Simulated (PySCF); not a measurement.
# C2F6O2S: the cost of one run

Computed with PySCF 2.14.0 and routines of our own; the level stands in each step. Atoms count from 0.

### Step 1. The starting structure

11 atoms, charge 0, multiplicity 1; geometry from: GFN2-xTB.

### Step 2. Magnetic properties: GIAO PBE/pcSseg-1

What the job is given:

```
{"job": {"kind": "mag", "xc": "PBE", "basis": "pcSseg-1", "isotopologues": 0}, "charge": 0, "multiplicity": 1}
O      1.466872    -1.174961     1.332840
S      1.385447    -0.297773     0.238967
O      1.679699    -0.670119    -1.084312
F      2.273215     0.998926     0.591431
C     -0.251356     0.615871     0.260888
F     -0.101068     1.790125    -0.352894
F     -0.594648     0.833222     1.531321
C     -1.249777    -0.293996    -0.467668
F     -1.179725    -0.110950    -1.777186
F     -2.509374    -0.124144    -0.089861
F     -0.913861    -1.563531    -0.209489
```

Method: GIAO PBE/pcSseg-1 magnetisability, rotational g tensor and spin-rotation constants, non-relativistic, gas phase.

Command:

```console
OMP_NUM_THREADS=1 python excited_run.py task.json out
```

This one command runs all jobs of the session in turn.

Q: Estimate the wall time and peak memory of this first job on 1 thread of Arm Neoverse V1, shared host.

About 54 s, with a peak of 0.74 GiB.
